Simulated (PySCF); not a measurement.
# C₃H₇F₃NO+: magnetic properties

Wanted: magnetic properties for C₃H₇F₃NO+ (`[NH3+]COCC(F)(F)F`).

Computed with PySCF 2.14.0 and routines of our own; the level stands in each step. Atoms count from 0.

## (1) The system as given

15 atoms, charge 1, multiplicity 1; geometry from: GFN2-xTB.

## (2) Magnetic properties: GIAO PBE/pcSseg-1

Job settings and geometry (Å):

```
{"job": {"kind": "mag", "xc": "PBE", "basis": "pcSseg-1", "isotopologues": 2}, "charge": 1, "multiplicity": 1}
N     -1.540235     0.511195     0.652699
C     -1.192150    -0.672749    -0.252410
O      0.002583    -1.227973     0.125063
C      1.192900    -0.801891    -0.509475
C      1.565613     0.630706    -0.110664
F      0.728029     1.518081    -0.717380
F      2.797277     0.958449    -0.417459
F      1.360575     0.833053     1.200945
H     -2.549168     0.705897     0.638188
H     -1.039858     1.370344     0.373801
H     -1.254866     0.274456     1.616591
H     -1.962612    -1.433824    -0.087737
H     -1.212719    -0.322893    -1.292292
H      1.975974    -1.477924    -0.156338
H      1.124244    -0.856937    -1.602411
```

Method: GIAO PBE/pcSseg-1 magnetisability, rotational g tensor and spin-rotation constants, non-relativistic, gas phase.

The run is started by

```sh
$ OMP_NUM_THREADS=1 python excited_run.py task.json out
```

One launch serves the whole session: the jobs run in the order shown.

What it wrote:

```text
coarse grid: 13008 points
cycle   1  E = -546.8955792070  dE =  1.363e+00  |g| = 1.014e+00  |ddm| = 3.243e+00
cycle   2  E = -546.3723281540  dE =  5.233e-01  |g| = 2.062e+00  |ddm| = 1.882e+00
cycle   3  E = -547.0596368785  dE = -6.873e-01  |g| = 1.728e-01  |ddm| = 1.371e+00
cycle   4  E = -547.0630595641  dE = -3.423e-03  |g| = 1.126e-01  |ddm| = 1.715e-01
cycle   5  E = -547.0650984556  dE = -2.039e-03  |g| = 2.120e-02  |ddm| = 7.793e-02
cycle   6  E = -547.0651733559  dE = -7.490e-05  |g| = 6.940e-03  |ddm| = 1.924e-02
cycle   7  E = -547.0651837681  dE = -1.041e-05  |g| = 1.320e-03  |ddm| = 5.614e-03
cycle   8  E = -547.0651840295  dE = -2.614e-07  |g| = 5.473e-04  |ddm| = 1.054e-03
final grid: 128240 points
cycle   9  E = -547.1641837156  dE = -6.299e-05  |g| = 2.006e-02  |ddm| = 3.499e-02
cycle  10  E = -547.1639951512  dE =  1.886e-04  |g| = 3.870e-02  |ddm| = 3.158e-02
cycle  11  E = -547.1642552742  dE = -2.601e-04  |g| = 3.477e-03  |ddm| = 2.223e-02
cycle  12  E = -547.1642579001  dE = -2.626e-06  |g| = 7.247e-04  |ddm| = 3.430e-03
cycle  13  E = -547.1642579725  dE = -7.243e-08  |g| = 2.787e-04  |ddm| = 5.840e-04
cycle  14  E = -547.1642579840  dE = -1.151e-08  |g| = 4.340e-05  |ddm| = 1.577e-04
cycle  15  E = -547.1642579844  dE = -3.497e-10  |g| = 1.312e-05  |ddm| = 3.828e-05
converged SCF energy = -547.1642579844

Magnetisability tensor (1e-30 J/T^2)
    -1084.14       12.85       10.16
       12.85    -1035.70       -8.34
       10.16       -8.34    -1006.67
isotropic -1042.17   principal values   -1089.06  -1033.57  -1003.87
isotropic susceptibility -62.761 1e-6 cm^3/mol

Inertial axes            a          b          c
rot. const./GHz      3.4222     1.5134     1.3410
chi total           -64.449    -63.322    -60.511
chi diamagnetic    -413.545   -813.893   -918.792
chi paramagnetic    349.096    750.571    858.281
quadrupole/D A       16.833     -3.142    -13.691
g nuclear            0.5563     0.5390     0.5476
g electronic        -0.5613    -0.5336    -0.5407
g total             -0.0050     0.0054     0.0069

Spin-rotation constants (kHz, H = +C I.J)
atom  isotope        aa         bb         cc
  0    14N        0.230      0.077      0.076
  5    19F        5.776      1.843      1.502
  6    19F        3.783      2.417      1.547
  7    19F        5.309      2.079      1.375
  8     1H       -0.099     -0.147     -0.173
  9     1H       -0.124     -0.105     -0.147
 10     1H       -0.463     -0.188      0.012
 11     1H        0.068     -0.143     -0.152
 12     1H       -0.362     -0.195      0.047
 13     1H       -0.349     -0.030     -0.098
 14     1H       -0.425     -0.155      0.027
  1    13C*       0.861      0.356      0.328
  2    17O*      -0.577     -0.121     -0.119
  3    13C*       0.652      0.409      0.317
  4    13C*       1.115      0.499      0.418
* in the singly substituted isotopologue

Isotopologues: g along a, b, c
2H    at 8,9,10,11,12,1    -0.0052     0.0044     0.0058
15N   at 0                 -0.0052     0.0053     0.0067
```

Run time: 27 s. Hardware: 1 thread of Intel Xeon 6975P-C, shared host; peak memory 0.57 GiB.

In short:

```
              quantity                    value
       magnetisability         -1042·10⁻³⁰ J/T²
  molar susceptibility       -62.8·10⁻⁶ cm³/mol
rotational g (a, b, c)  -0.0050, 0.0054, 0.0069
```

## (3) Magnetic properties: GIAO KT3/6-31G* in water, grid 4

Settings changed since step 2:

```diff
@@ -1,2 +1,2 @@
-{"job": {"kind": "mag", "xc": "PBE", "basis": "pcSseg-1", "isotopologues": 2}, "charge": 1, "multiplicity": 1}
+{"job": {"kind": "mag", "xc": "KT3", "basis": "6-31G*", "grid": 4, "solvent": "water"}, "charge": 1, "multiplicity": 1}
 N     -1.540235     0.511195     0.652699
```

Method: GIAO KT3/6-31G* magnetisability, non-relativistic, IEF-PCM water.

What it wrote:

```text
coarse grid: 13008 points
cycle   1  E = -554.8632504940  dE =  1.299e+00  |g| = 1.179e+00  |ddm| = 3.490e+00
cycle   2  E = -554.2920407013  dE =  5.712e-01  |g| = 2.180e+00  |ddm| = 2.240e+00
cycle   3  E = -555.0948247243  dE = -8.028e-01  |g| = 1.346e-01  |ddm| = 1.589e+00
cycle   4  E = -555.0975671248  dE = -2.742e-03  |g| = 7.791e-02  |ddm| = 1.701e-01
cycle   5  E = -555.0986364195  dE = -1.069e-03  |g| = 2.222e-02  |ddm| = 6.885e-02
cycle   6  E = -555.0987340794  dE = -9.766e-05  |g| = 4.315e-03  |ddm| = 2.164e-02
cycle   7  E = -555.0987380753  dE = -3.996e-06  |g| = 1.085e-03  |ddm| = 4.424e-03
final grid: 338424 points
cycle   8  E = -555.0316818570  dE = -1.374e-04  |g| = 2.325e-02  |ddm| = 4.733e-02
cycle   9  E = -555.0315014295  dE =  1.804e-04  |g| = 3.967e-02  |ddm| = 4.371e-02
cycle  10  E = -555.0317700179  dE = -2.686e-04  |g| = 2.368e-03  |ddm| = 2.929e-02
cycle  11  E = -555.0317710849  dE = -1.067e-06  |g| = 4.984e-04  |ddm| = 2.292e-03
cycle  12  E = -555.0317711288  dE = -4.395e-08  |g| = 1.324e-04  |ddm| = 4.200e-04
cycle  13  E = -555.0317711324  dE = -3.580e-09  |g| = 2.629e-05  |ddm| = 1.217e-04
cycle  14  E = -555.0317711325  dE = -1.369e-10  |g| = 1.023e-05  |ddm| = 2.810e-05
converged SCF energy = -555.0317711325

Magnetisability tensor (1e-30 J/T^2)
    -1062.50       11.50        8.83
       11.50    -1018.59       -8.93
        8.83       -8.93     -986.69
isotropic -1022.59   principal values   -1066.77  -1017.08   -983.93
isotropic susceptibility -61.582 1e-6 cm^3/mol

Inertial axes            a          b          c
rot. const./GHz      3.4222     1.5134     1.3410
chi total           -63.216    -62.210    -59.320
chi diamagnetic    -410.631   -810.377   -915.640
chi paramagnetic    347.415    748.168    856.320
quadrupole/D A       17.309     -3.689    -13.620
```

It took 28 s on 1 thread of Intel Xeon 6975P-C, shared host; peak memory 0.53 GiB.

Key values:

```
            quantity               value
     magnetisability    -1023·10⁻³⁰ J/T²
molar susceptibility  -61.6·10⁻⁶ cm³/mol
```

## (4) Outcome

| quantity | value |
| --- | --- |
| magnetisability (step 2, GIAO PBE/pcSseg-1) | -1042·10⁻³⁰ J/T² |
| molar susceptibility (step 2, GIAO PBE/pcSseg-1) | -62.8·10⁻⁶ cm³/mol |
| rotational g (a, b, c) (step 2, GIAO PBE/pcSseg-1) | -0.0050, 0.0054, 0.0069 |

For an ion, the motion of the centre of mass in the field is left out. Vibrational averaging and real surroundings are missing from these values.
